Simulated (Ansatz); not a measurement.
Geometry optimisation, DFT PBE, scalar-relativistic, plane waves, PAW (Ansatz).

Input:

```yaml
crystal:
  lattice:
    - [8.707986, 0.0, 0.0]
    - [0.0, 8.707986, 0.0]
    - [0.0, 0.0, 8.707986]
  atoms:
    - { symbol: Si, position: [0.62500004, 0.12500001, 0.12500001] }
    - { symbol: C, position: [0.50000003, 0.0, 0.0] }
    - { symbol: Si, position: [0.87500005, 0.37500002, 0.12500001] }
    - { symbol: C, position: [0.75000004, 0.25000001, 0.0] }
    - { symbol: Si, position: [0.87500005, 0.12500001, 0.37500002] }
    - { symbol: C, position: [0.75000004, 0.0, 0.25000001] }
    - { symbol: Si, position: [0.12500001, 0.12500001, 0.12500001] }
    - { symbol: C, position: [0.0, 0.0, 0.0] }
    - { symbol: Si, position: [0.37500002, 0.37500002, 0.12500001] }
    - { symbol: C, position: [0.25000001, 0.25000001, 0.0] }
    - { symbol: Si, position: [0.62500004, 0.62500004, 0.12500001] }
    - { symbol: C, position: [0.50000003, 0.50000003, 0.0] }
    - { symbol: Si, position: [0.87500005, 0.87500005, 0.12500001] }
    - { symbol: C, position: [0.75000004, 0.75000004, 0.0] }
    - { symbol: Si, position: [0.37500002, 0.12500001, 0.37500002] }
    - { symbol: C, position: [0.25000001, 0.0, 0.25000001] }
    - { symbol: Si, position: [0.62500004, 0.37500002, 0.37500002] }
    - { symbol: P, position: [0.25000001, 0.50000003, 0.25000001], spin: 1.0 }
    - { symbol: Si, position: [0.87500005, 0.62500004, 0.37500002] }
    - { symbol: C, position: [0.75000004, 0.50000003, 0.25000001] }
    - { symbol: Si, position: [0.62500004, 0.12500001, 0.62500004] }
    - { symbol: C, position: [0.50000003, 0.0, 0.50000003] }
    - { symbol: Si, position: [0.87500005, 0.37500002, 0.62500004] }
    - { symbol: C, position: [0.75000004, 0.25000001, 0.50000003] }
    - { symbol: Si, position: [0.87500005, 0.12500001, 0.87500005] }
    - { symbol: C, position: [0.75000004, 0.0, 0.75000004] }
    - { symbol: Si, position: [0.12500001, 0.62500004, 0.12500001] }
    - { symbol: C, position: [0.0, 0.50000003, 0.0] }
    - { symbol: Si, position: [0.37500002, 0.87500005, 0.12500001] }
    - { symbol: C, position: [0.25000001, 0.75000004, 0.0] }
    - { symbol: Si, position: [0.12500001, 0.37500002, 0.37500002] }
    - { symbol: C, position: [0.0, 0.25000001, 0.25000001] }
    - { symbol: Si, position: [0.37500002, 0.62500004, 0.37500002] }
    - { symbol: Si, position: [0.62500004, 0.87500005, 0.37500002] }
    - { symbol: C, position: [0.50000003, 0.75000004, 0.25000001] }
    - { symbol: Si, position: [0.12500001, 0.12500001, 0.62500004] }
    - { symbol: C, position: [0.0, 0.0, 0.50000003] }
    - { symbol: Si, position: [0.37500002, 0.37500002, 0.62500004] }
    - { symbol: C, position: [0.25000001, 0.25000001, 0.50000003] }
    - { symbol: Si, position: [0.62500004, 0.62500004, 0.62500004] }
    - { symbol: C, position: [0.50000003, 0.50000003, 0.50000003] }
    - { symbol: Si, position: [0.87500005, 0.87500005, 0.62500004] }
    - { symbol: C, position: [0.75000004, 0.75000004, 0.50000003] }
    - { symbol: Si, position: [0.37500002, 0.12500001, 0.87500005] }
    - { symbol: C, position: [0.25000001, 0.0, 0.75000004] }
    - { symbol: Si, position: [0.62500004, 0.37500002, 0.87500005] }
    - { symbol: C, position: [0.50000003, 0.25000001, 0.75000004] }
    - { symbol: Si, position: [0.87500005, 0.62500004, 0.87500005] }
    - { symbol: C, position: [0.75000004, 0.50000003, 0.75000004] }
    - { symbol: Si, position: [0.12500001, 0.87500005, 0.37500002] }
    - { symbol: C, position: [0.0, 0.75000004, 0.25000001] }
    - { symbol: Si, position: [0.12500001, 0.62500004, 0.62500004] }
    - { symbol: C, position: [0.0, 0.50000003, 0.50000003] }
    - { symbol: Si, position: [0.37500002, 0.87500005, 0.62500004] }
    - { symbol: C, position: [0.25000001, 0.75000004, 0.50000003] }
    - { symbol: Si, position: [0.12500001, 0.37500002, 0.87500005] }
    - { symbol: C, position: [0.0, 0.25000001, 0.75000004] }
    - { symbol: Si, position: [0.37500002, 0.62500004, 0.87500005] }
    - { symbol: C, position: [0.25000001, 0.50000003, 0.75000004] }
    - { symbol: Si, position: [0.62500004, 0.87500005, 0.87500005] }
    - { symbol: C, position: [0.50000003, 0.75000004, 0.75000004] }
    - { symbol: Si, position: [0.12500001, 0.87500005, 0.87500005] }
    - { symbol: C, position: [0.0, 0.75000004, 0.75000004] }
magnetization:
  spin_polarized: true
basis:
  ecutwfc: 420.0
kpoints:
  mp_grid: { grid: [1, 1, 1] }
hamiltonian:
  xc: pbe
  pseudopotentials: { kind: paw, azcp: { folder: soft_1 } }
scf:
  occupations: { method: gaussian, width: 0.05 }
  lower_state_search: "off"
relax:
  f_tol: 0.03
  max_steps: 60
  adjacent_minimum: "off"
```

Command:

```bash
$ ansatz run input.yaml --threads 4 --pin off --max-ram 10240MiB --backend cpu --events-out ev --progress --plain --runs-dir out
```

Task: Where does it end, and by what steps?

Result: The run converged. The force dipped under the threshold on the way, but the program's further checks kept it going. Limits of this set-up: coarse k mesh. After 12 steps the energy has fallen by 5.486 eV; Si9 moved furthest, 0.49 Å. Joined: Si1–Si9 (3.08 → 2.57 Å).

```csv
step,energy less start (eV),largest force component (eV/Å),accepted
0,0.0000,5.857,yes
1,-4.6252,1.808,yes
2,-5.3202,0.333,yes
3,-5.3730,0.192,yes
4,-5.3980,0.106,yes
5,-5.4051,0.071,yes
6,-5.4127,0.153,yes
7,-5.4641,0.224,yes
8,-5.4754,0.137,yes
9,-5.4823,0.080,yes
10,-5.4850,0.053,yes
11,-5.4855,0.021,yes
12,-5.4855,0.021,yes
```

```xyz
63
Lattice="8.7080 0.0000 0.0000 0.0000 8.7080 0.0000 0.0000 0.0000 8.7080" Properties=species:S:1:pos:R:3
Si 5.392 1.139 0.977
C 4.331 -0.023 -0.021
Si 7.632 3.260 1.073
C 6.554 2.200 -0.021
Si 7.590 1.083 3.265
C 6.464 0.067 2.157
Si 1.067 1.089 1.072
C -0.006 0.000 -0.002
Si 3.578 2.952 0.876
C 2.167 2.123 -0.030
Si 5.442 5.464 1.072
C 4.408 4.364 -0.030
Si 7.585 7.654 1.060
C 6.531 6.537 -0.002
Si 3.136 0.963 3.398
C 2.170 -0.004 2.160
Si 5.568 3.395 3.398
P 2.281 4.250 2.134
Si 7.630 5.468 3.291
C 6.535 4.361 2.160
Si 5.434 1.097 5.464
C 4.362 0.013 4.375
Si 7.617 3.279 5.462
C 6.518 2.169 4.375
Si 7.632 1.081 7.620
C 6.531 0.000 6.532
Si 0.964 5.567 0.937
C -0.029 4.353 -0.028
Si 3.271 7.607 1.073
C 2.178 6.560 -0.028
Si 0.943 3.122 3.407
C -0.037 2.148 2.176
Si 3.409 5.588 3.407
Si 5.448 7.649 3.265
C 4.383 6.568 2.176
Si 1.063 1.057 5.461
C -0.018 0.005 4.346
Si 3.270 3.261 5.475
C 2.181 2.159 4.413
Si 5.474 5.468 5.461
C 4.372 4.350 4.413
Si 7.619 7.620 5.433
C 6.526 6.549 4.346
Si 3.258 1.060 7.592
C 2.160 -0.013 6.523
Si 5.471 3.273 7.592
C 4.354 2.177 6.541
Si 7.613 5.460 7.613
C 6.544 4.371 6.523
Si 1.063 7.609 3.291
C -0.031 6.562 2.172
Si 1.084 5.447 5.447
C -0.022 4.362 4.380
Si 3.252 7.622 5.462
C 2.169 6.553 4.380
Si 1.086 3.270 7.627
C 0.000 2.179 6.520
Si 3.261 5.445 7.627
C 2.174 4.357 6.539
Si 5.450 7.607 7.620
C 4.352 6.531 6.520
Si 1.071 7.626 7.613
C -0.005 6.536 6.521
```

The run took 69 s on 4 threads of Arm Neoverse V1, on a shared host, peak memory 0.99 GiB.
